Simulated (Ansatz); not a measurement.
# C₂H₅NOSn: geometry optimisation

Aim: relax C₂H₅NOSn at this level.

Method: RKS r2SCAN-D4/def2-SVP; program: Ansatz 0.2.0.

**1. The starting structure**

10 atoms, charge 0, spin multiplicity 1.

Atoms are counted from 1 here; the program's logs count them from 0.

Bond lengths: C1–C2 1.359 Å, C1–N5 1.421 Å, C1–H6 1.101 Å, C2–O3 1.373 Å, C2–H7 1.102 Å, O3–Sn4 2.049 Å, Sn4–N5 2.076 Å, Sn4–H8 1.727 Å, Sn4–H9 1.743 Å, N5–H10 1.026 Å. Angles: C2–C1–N5 120.0°, C2–C1–H6 122.0°, N5–C1–H6 118.0°, C1–C2–O3 121.9°, C1–C2–H7 123.5°, O3–C2–H7 114.6°, C2–O3–Sn4 106.9°, O3–Sn4–N5 85.4°, O3–Sn4–H8 109.2°, O3–Sn4–H9 112.7°, N5–Sn4–H8 113.0°, N5–Sn4–H9 119.9°, H8–Sn4–H9 113.1°, C1–N5–Sn4 105.2°, C1–N5–H10 114.4°, Sn4–N5–H10 119.8°.

As a file:

```
C     0.90990    0.89535   -0.18967
C     1.13534    0.13921    0.91732
O     0.31980   -0.91215    1.25726
Sn   -1.17789   -0.98127   -0.13986
N    -0.14170    0.55182   -1.08171
H     1.55704    1.74445   -0.45692
H     1.97548    0.31055    1.60910
H    -1.08943   -2.47917   -0.99413
H    -2.75103   -0.67479    0.54398
H    -0.65452    1.35480   -1.46238
```

**2. Relaxation**

input.yaml

```yaml
crystal:
  periodic: [false, false, false]
  atoms:
    - { symbol: C, position_ang: [0.909904, 0.895352, -0.189668] }
    - { symbol: C, position_ang: [1.135337, 0.139209, 0.917322] }
    - { symbol: O, position_ang: [0.319804, -0.912147, 1.257264] }
    - { symbol: Sn, position_ang: [-1.177887, -0.981269, -0.139858] }
    - { symbol: "N", position_ang: [-0.1417, 0.551824, -1.081715] }
    - { symbol: H, position_ang: [1.557042, 1.744449, -0.45692] }
    - { symbol: H, position_ang: [1.975482, 0.310548, 1.609101] }
    - { symbol: H, position_ang: [-1.089434, -2.479169, -0.994133] }
    - { symbol: H, position_ang: [-2.751027, -0.674791, 0.543982] }
    - { symbol: H, position_ang: [-0.654521, 1.354796, -1.462376] }
basis:
  gaussian: { orbitals: def2-SVP }
hamiltonian:
  xc: r2scan
  dispersion: d4
output:
  forces: true
relax:
  f_tol: 0.003
  max_steps: 120
```

Launch:

```sh
> ansatz run input.yaml --threads 1 --pin off --max-ram 2560MiB --backend cpu --events-out ev --progress --plain --runs-dir out
```

Log:

```text
Warning: RAYON_NUM_THREADS=1 ignored (pool sized by the plan → 1); use --threads N
The last accepted step is kept in <dir> (removed where the run ends without a failure and the disk answers)
Engine: ansatz 0.2.0, x86_64-unknown-linux-gnu
Functional definition: r2SCAN
  parameter k0 = 0.174
  parameter k1 = 0.065
  parameter a1 = 4.9479
  exchange = r2scan_x(k0 = k0, k1 = k1, a1 = a1)
  correlation = r2scan_c
1212 factors; their error is unknown
mean field evaluation 1: about -11507.8305 eV, gradient 6.4e1 eV
mean field evaluation 2: about -11433.1081 eV, gradient 1.6e2 eV
mean field evaluation 4: about -11516.5609 eV, gradient 2.0e1 eV
mean field evaluation 8: about -11517.4593 eV, gradient 1.5e-1 eV
mean field evaluation 16: about -11517.4128 eV, gradient 2.3e-3 eV
mean field -11517.41277655 eV, -423.2571127555 hartree, gradient 9.8e-6 eV, S^2 0.000000; 0 other end points of the search recorded, 0 dependent functions left out
the calculation of the forces begins
reference -11517.41278868 eV, -423.2571132013 hartree; 27, 27 occupied and 80, 80 virtual orbitals, 1212 factors
relax step   1: F+E_penalty+E_count = -11517.46989599 eV  Δ(F+E_penalty+E_count) = +0.000e0 eV  max|allowed force component| = 3.357e-1 eV/Å  Δτ_max = 0.0000 Å  (32 SCF iters, accepted)
these checks for a lower state are left out or cut short: starts, cluster_reference, orbital_swaps, neighbouring_geometries, increment
1212 factors; their error is unknown
mean field -11517.42821245 eV, -423.2576800143 hartree, gradient 2.5e-5 eV, S^2 0.000000; 0 other end points of the search recorded, 0 dependent functions left out
the calculation of the forces begins
reference -11517.42822459 eV, -423.2576804606 hartree; 27, 27 occupied and 80, 80 virtual orbitals, 1212 factors
relax step   2: F+E_penalty+E_count = -11517.48556184 eV  Δ(F+E_penalty+E_count) = -1.567e-2 eV  max|allowed force component| = 1.281e-1 eV/Å  Δτ_max = 0.0470 Å  (32 SCF iters, accepted)
these checks for a lower state are left out or cut short: starts, cluster_reference, orbital_swaps, neighbouring_geometries, increment
1212 factors; their error is unknown
mean field evaluation 32: about -11517.4306 eV, gradient 1.1e-4 eV
mean field -11517.43060278 eV, -423.2577678572 hartree, gradient 2.2e-5 eV, S^2 0.000000; 0 other end points of the search recorded, 0 dependent functions left out
the calculation of the forces begins
reference -11517.43061492 eV, -423.2577683033 hartree; 27, 27 occupied and 80, 80 virtual orbitals, 1212 factors
relax step   3: F+E_penalty+E_count = -11517.48793173 eV  Δ(F+E_penalty+E_count) = -2.370e-3 eV  max|allowed force component| = 3.159e-2 eV/Å  Δτ_max = 0.0131 Å  (33 SCF iters, accepted)
these checks for a lower state are left out or cut short: starts, cluster_reference, orbital_swaps, neighbouring_geometries, increment
1212 factors; their error is unknown
mean field -11517.43090099 eV, -423.2577788162 hartree, gradient 2.2e-5 eV, S^2 0.000000; 0 other end points of the search recorded, 0 dependent functions left out
the calculation of the forces begins
reference -11517.43091313 eV, -423.2577792623 hartree; 27, 27 occupied and 80, 80 virtual orbitals, 1212 factors
relax step   4: F+E_penalty+E_count = -11517.48822063 eV  Δ(F+E_penalty+E_count) = -2.889e-4 eV  max|allowed force component| = 3.348e-2 eV/Å  Δτ_max = 0.0084 Å  (34 SCF iters, accepted)
these checks for a lower state are left out or cut short: starts, cluster_reference, orbital_swaps, neighbouring_geometries, increment
1212 factors; their error is unknown
mean field -11517.43033452 eV, -423.2577579988 hartree, gradient 2.3e-5 eV, S^2 0.000000; 0 other end points of the search recorded, 0 dependent functions left out
the calculation of the forces begins
reference -11517.43034667 eV, -423.2577584453 hartree; 27, 27 occupied and 80, 80 virtual orbitals, 1212 factors
relax step   5: F+E_penalty+E_count = -11517.48765589 eV  Δ(F+E_penalty+E_count) = +5.647e-4 eV  max|allowed force component| = 2.231e-1 eV/Å  Δτ_max = 0.0202 Å  (33 SCF iters, rejected (line search))
these checks for a lower state are left out or cut short: starts, cluster_reference, orbital_swaps, neighbouring_geometries, increment
1212 factors; their error is unknown
mean field -11517.43113182 eV, -423.2577872993 hartree, gradient 2.2e-5 eV, S^2 0.000000; 0 other end points of the search recorded, 0 dependent functions left out
the calculation of the forces begins
reference -11517.43114397 eV, -423.2577877457 hartree; 27, 27 occupied and 80, 80 virtual orbitals, 1212 factors
relax step   6: F+E_penalty+E_count = -11517.48845752 eV  Δ(F+E_penalty+E_count) = -2.369e-4 eV  max|allowed force component| = 1.299e-2 eV/Å  Δτ_max = 0.0099 Å  (33 SCF iters, accepted)
these checks for a lower state are left out or cut short: starts, cluster_reference, orbital_swaps, neighbouring_geometries, increment
1212 factors; their error is unknown
mean field -11517.43119489 eV, -423.2577896170 hartree, gradient 2.2e-5 eV, S^2 0.000000; 0 other end points of the search recorded, 0 dependent functions left out
the calculation of the forces begins
reference -11517.43120704 eV, -423.2577900635 hartree; 27, 27 occupied and 80, 80 virtual orbitals, 1212 factors
relax step   7: F+E_penalty+E_count = -11517.48852348 eV  Δ(F+E_penalty+E_count) = -6.597e-5 eV  max|allowed force component| = 1.145e-2 eV/Å  Δτ_max = 0.0111 Å  (32 SCF iters, accepted)
these checks for a lower state are left out or cut short: starts, cluster_reference, orbital_swaps, neighbouring_geometries, increment
1212 factors; their error is unknown
mean field evaluation 64: about -11517.4764 eV, gradient 3.0e-1 eV
mean field -11517.43119793 eV, -423.2577897286 hartree, gradient 2.1e-5 eV, S^2 0.000000; 0 other end points of the search recorded, 0 dependent functions left out
the calculation of the forces begins
reference -11517.43121008 eV, -423.2577901751 hartree; 27, 27 occupied and 80, 80 virtual orbitals, 1212 factors
relax step   8: F+E_penalty+E_count = -11517.48852676 eV  Δ(F+E_penalty+E_count) = -3.273e-6 eV  max|allowed force component| = 4.761e-3 eV/Å  Δτ_max = 0.0027 Å  (25 SCF iters, accepted)
these checks for a lower state are left out or cut short: starts, cluster_reference, orbital_swaps, neighbouring_geometries, increment
1212 factors; their error is unknown
mean field -11517.43120142 eV, -423.2577898569 hartree, gradient 1.1e-5 eV, S^2 0.000000; 0 other end points of the search recorded, 0 dependent functions left out
the calculation of the forces begins
reference -11517.43121357 eV, -423.2577903034 hartree; 27, 27 occupied and 80, 80 virtual orbitals, 1212 factors
relax step   9: F+E_penalty+E_count = -11517.48853030 eV  Δ(F+E_penalty+E_count) = -3.542e-6 eV  max|allowed force component| = 6.966e-3 eV/Å  Δτ_max = 0.0020 Å  (24 SCF iters, accepted)
these checks for a lower state are left out or cut short: starts, cluster_reference, orbital_swaps, neighbouring_geometries, increment
1212 factors; their error is unknown
mean field -11517.43120323 eV, -423.2577899235 hartree, gradient 4.5e-5 eV, S^2 0.000000; 0 other end points of the search recorded, 0 dependent functions left out
the calculation of the forces begins
reference -11517.43121538 eV, -423.2577903700 hartree; 27, 27 occupied and 80, 80 virtual orbitals, 1212 factors
relax step  10: F+E_penalty+E_count = -11517.48853240 eV  Δ(F+E_penalty+E_count) = -2.106e-6 eV  max|allowed force component| = 1.691e-3 eV/Å  Δτ_max = 0.0006 Å  (21 SCF iters, accepted)
1212 factors; their error is unknown
mean field evaluation 96: about -11517.4312 eV, gradient 1.3e-3 eV
mean field -11517.43120323 eV, -423.2577899235 hartree, gradient 4.5e-5 eV, S^2 0.000000; 1 other end points of the search recorded, 0 dependent functions left out
the calculation of the forces begins
reference -11517.43121538 eV, -423.2577903700 hartree; 27, 27 occupied and 80, 80 virtual orbitals, 1212 factors
Total energy: -11517.48854456 eV, -423.2598971783 hartree
Atom 0 at     0.899465     0.895708    -0.182164 Å, force     0.001691     0.000041     0.000849 eV/Å
Atom 1 at     1.128592     0.140345     0.915257 Å, force    -0.000154     0.001607    -0.000052 eV/Å
Atom 2 at     0.313178    -0.909549     1.242115 Å, force     0.000422    -0.000580    -0.000315 eV/Å
Atom 3 at    -1.167633    -0.981304    -0.137884 Å, force    -0.000732     0.000317    -0.000439 eV/Å
Atom 4 at    -0.156671     0.550745    -1.061205 Å, force    -0.000392    -0.000666    -0.000004 eV/Å
Atom 5 at     1.543584     1.736667    -0.454519 Å, force    -0.000051    -0.000250    -0.000055 eV/Å
Atom 6 at     1.963949     0.301196     1.603055 Å, force    -0.000239    -0.000251    -0.000064 eV/Å
Atom 7 at    -1.085445    -2.461335    -0.990521 Å, force    -0.000250     0.000225     0.000311 eV/Å
Atom 8 at    -2.716698    -0.666459     0.547837 Å, force     0.000029    -0.000505    -0.000125 eV/Å
Atom 9 at    -0.639320     1.342787    -1.478972 Å, force    -0.000327     0.000062    -0.000108 eV/Å
Dipole moment:    -0.471895     0.115437    -0.288699 e Å
```

Wall time 48 s (1 thread of Intel Xeon Platinum 8488C (Sapphire Rapids), shared host); peak memory 0.19 GiB.

Along the way:

```csv
step,energy from step 1 (eV),largest force component (eV/Å)
1,0.0000,0.3357
2,-0.0157,0.1281
3,-0.0180,0.0316
4,-0.0183,0.0335
5,-0.0178,0.2231
6,-0.0186,0.0130
7,-0.0186,0.0115
8,-0.0186,0.0048
9,-0.0186,0.0070
10,-0.0186,0.0017
```

Distances of close pairs at the start and the end, largest changes first:

```csv
bond,before (Å),after (Å),change (Å)
O3–Sn4,2.049,2.025,-0.024
Sn4–N5,2.076,2.055,-0.022
Sn4–H9,1.743,1.723,-0.019
Sn4–H8,1.727,1.710,-0.017
N5–H10,1.026,1.017,-0.009
C2–H7,1.102,1.094,-0.008
C1–C2,1.359,1.352,-0.008
C1–H6,1.101,1.094,-0.007
```

**3. What came out**

| quantity | value |
| --- | --- |
| energy gained | 0.0186 eV |
| root mean square move | 0.020 Å |
| dipole moment | 2.71 D |

What this shows: Bond lengths: C1–C2 1.352 Å, C1–N5 1.417 Å, C1–H6 1.094 Å, C2–O3 1.369 Å, C2–H7 1.094 Å, O3–Sn4 2.025 Å, Sn4–N5 2.055 Å, Sn4–H8 1.710 Å, Sn4–H9 1.723 Å, N5–H10 1.017 Å. Angles: C2–C1–N5 119.6°, C2–C1–H6 122.1°, N5–C1–H6 118.1°, C1–C2–O3 121.4°, C1–C2–H7 123.9°, O3–C2–H7 114.7°, C2–O3–Sn4 107.5°, O3–Sn4–N5 85.4°, O3–Sn4–H8 109.6°, O3–Sn4–H9 112.3°, N5–Sn4–H8 113.4°, N5–Sn4–H9 119.0°, H8–Sn4–H9 113.6°, C1–N5–Sn4 105.6°, C1–N5–H10 114.8°, Sn4–N5–H10 122.1°. No frequencies were computed here.
